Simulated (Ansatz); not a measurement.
The system is Ir4W.

```
CELL_PARAMETERS angstrom
1.37784 0.79550 11.31056
-1.37784 0.79550 11.31056
0.00000 -1.59099 11.31056
ATOMIC_POSITIONS crystal
Ir 0.39967 0.39967 0.39967
Ir 0.80081 0.80081 0.80081
Ir 0.19919 0.19919 0.19919
Ir 0.60033 0.60033 0.60033
W 0.00000 0.00000 0.00000
```

The cell comes from a database or a generator and needn't be the stable form of this composition.

Program: Ansatz 0.2.0. Alike in all runs: task band structure; potentials or basis Ansatz PAW; no spin polarisation; cell as given; k mesh 11 × 11 × 11; smearing fermi-dirac 0.05 eV.

Task: Order these runs on this cell by their pressure, lowest first.
A. level r2SCAN; cutoff (eV) 500
B. level BLYP; cutoff (eV) 420
C. level revPBE; cutoff (eV) 420
D. level PBEsol; cutoff (eV) 420
E. level LDA; cutoff (eV) 420

Result: E (-17.4 GPa), D (-11.9 GPa), A (-8.2 GPa), C (1.5 GPa), B (13.6 GPa).

Caveats: the PAW data sets come from PBE, with cores solved anew for the run's functional, which leaves a small shift of forces and pressure.

Runs at the PBE level aren't shown here.
